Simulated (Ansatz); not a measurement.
# HSE06/STO-3G run of CH2FN (SMILES [H]/N=C/F)

What is the electronic atomisation energy of CH2FN at HSE06/STO-3G? 

Program for the calculation: Ansatz 0.2.0.

65 further runs of the same task are left out: 65 set aside as unsound or not needed.

## Step 1: Starting point

CH2FN has 5 atoms, charge 0, and is taken as a singlet. SMILES: `[H]/N=C/F`. The shape is that of a PBE0-D4/def2-TZVP optimisation.

Bond lengths: N1–C2 1.242 Å, C2–F3 1.328 Å, N1–H4 1.016 Å, C2–H5 1.092 Å. Angles: N1–C2–F3 120.0°, N1–C2–H5 129.8°, F3–C2–H5 110.2°, C2–N1–H4 110.6°.

## Step 2: The energy at HSE06/STO-3G

Contents of in.yaml:

```yaml
basis:
  gaussian: {orbitals: STO-3G}
crystal:
  periodic: [false, false, false]
  atoms:
    - {symbol: "N", position_ang: [-0.719900, -0.454400, -0.439800]}
    - {symbol: C, position_ang: [0.296500, -0.034500, 0.137300]}
    - {symbol: F, position_ang: [1.242400, -0.884800, 0.520800]}
    - {symbol: H, position_ang: [-1.343900, 0.314100, -0.667300]}
    - {symbol: H, position_ang: [0.574800, 0.986000, 0.407600]}
hamiltonian: {xc: {name: HSE06}}
accuracy: high
```

Launch:

```bash
$ ansatz run in.yaml --threads 1 --pin off --max-ram 2610MiB --events-out events.jsonl --progress --plain --runs-dir runs
```

Log:

```text
Warning: RAYON_NUM_THREADS=1 ignored (pool sized by the plan → 1); use --threads N
Functional definition: HSE06
  name "HSE06"
  parameter a = 0.25
  parameter omega = 0.11/bohr
  exchange = pbe_x - a*pbe_x_sr(omega) + a*exact_x_sr(omega)
  correlation = pbe_c
298 factors; integrals over basis functions are off by at most 1.2e-8 eV
50 factors; integrals over basis functions are off by at most 4.1e-10 eV
mean field evaluation 1: about -5195.4092 eV, gradient 2.8e1 eV
mean field evaluation 2: about -5189.7977 eV, gradient 5.4e1 eV
mean field evaluation 4: about -5197.7454 eV, gradient 1.6e0 eV
mean field evaluation 8: about -5197.7364 eV, gradient 1.3e-2 eV
mean field evaluation 16: about -5197.7364 eV, gradient 9.1e-8 eV
mean field -5197.73637298 eV, -191.0132885548 hartree, gradient 1.2e-8 eV, S^2 0.000000; 0 other end points of the search recorded, 0 dependent functions left out
reference -5197.73637441 eV, -191.0132886073 hartree; 12, 12 occupied and 5, 5 virtual orbitals, 298 factors
Total energy: -5197.73637441 eV, -191.0132886073 hartree
```

It took 0.99 s on 1 thread of Arm Neoverse V2, shared host; peak memory 0.089 GiB.

## Step 3: The C atom, same level

Contents of input.yaml:

```yaml
crystal:
  periodic: [false, false, false]
  atoms:
    - {symbol: C, position_ang: [0.000000, 0.000000, 0.000000]}
basis:
  gaussian:
    orbitals: STO-3G
magnetization:
  spin_polarized: true
  initial_magnetization: 2
hamiltonian:
  xc: {name: HSE06}
accuracy: high
```

Run the same way, it converges to -37.30100 Eh (log not shown).

## Step 4: The F atom

Contents of molecule.yaml:

```yaml
basis:
  gaussian:
    orbitals: STO-3G
crystal:
  periodic: [false, false, false]
  atoms:
    - {symbol: F, position_ang: [0.000000, 0.000000, 0.000000]}
magnetization:
  spin_polarized: true
  initial_magnetization: 1
hamiltonian:
  xc: {name: HSE06}
accuracy: high
```

Run the same way, it converges to -98.19947 Eh (log not shown).

## Step 5: The H atom, same level

Contents of input.yaml:

```yaml
crystal:
  periodic: [false, false, false]
  atoms:
    - symbol: H
      position_ang: [0.000000, 0.000000, 0.000000]
basis:
  gaussian:
    orbitals: STO-3G
magnetization:
  spin_polarized: true
  initial_magnetization: 1
hamiltonian:
  xc: hse06
accuracy: high
```

Launch:

```bash
$ ansatz run input.yaml --threads 1 --pin off --max-ram 2610MiB --events-out events.jsonl --progress --plain --runs-dir runs
```

Log:

```text
Warning: RAYON_NUM_THREADS=1 ignored (pool sized by the plan → 1); use --threads N
Functional definition: HSE06
  name "HSE06"
  parameter a = 0.25
  parameter omega = 0.11/bohr
  exchange = pbe_x - a*pbe_x_sr(omega) + a*exact_x_sr(omega)
  correlation = pbe_c
1 factors; integrals over basis functions are off by at most 4.6e-10 eV
1 factors; integrals over basis functions are off by at most 1.8e-10 eV
mean field evaluation 1: about -12.6861 eV, gradient 0.0e0 eV
mean field evaluation 2: about -12.6860 eV, gradient 0.0e0 eV
mean field -12.68600353 eV, -0.4662020310 hartree, gradient 0.0e0 eV, S^2 0.750000; 0 other end points of the search recorded, 0 dependent functions left out
reference -12.68600463 eV, -0.4662020713 hartree; 1, 0 occupied and 0, 1 virtual orbitals, 1 factors
Total energy: -12.68600463 eV, -0.4662020713 hartree
```

Wall time 0.12 s (1 thread of Arm Neoverse V2, shared host).

## Step 6: The N atom

Contents of job.yaml:

```yaml
crystal:
  periodic: [false, false, false]
  atoms:
    - {symbol: N, position_ang: [0.000000, 0.000000, 0.000000]}
basis:
  gaussian: {orbitals: STO-3G}
accuracy: high
hamiltonian: {xc: {name: HSE06}}
magnetization: {spin_polarized: true, initial_magnetization: 3}
```

Run the same way, it converges to -53.83615 Eh (log not shown).

## Step 7: Summary of results

Level: HSE06/STO-3G.

| quantity | value |
| --- | --- |
| molecule: total energy | -191.01329 Eh |
| C atom: total energy | -37.30100 Eh |
| C atom: ⟨S²⟩ | 2.000 |
| F atom: total energy | -98.19947 Eh |
| F atom: ⟨S²⟩ | 0.750 |
| H atom: total energy | -0.46620 Eh |
| H atom: ⟨S²⟩ | 0.750 |
| N atom: total energy | -53.83615 Eh |
| N atom: ⟨S²⟩ | 3.750 |
| electronic atomisation energy | 20.252 eV |

Taking the molecule apart into free atoms costs 20.25 eV (467 kcal/mol), before zero-point energy and without spin-orbit coupling. In a minimal basis such a difference can be off by several eV, whatever the method.
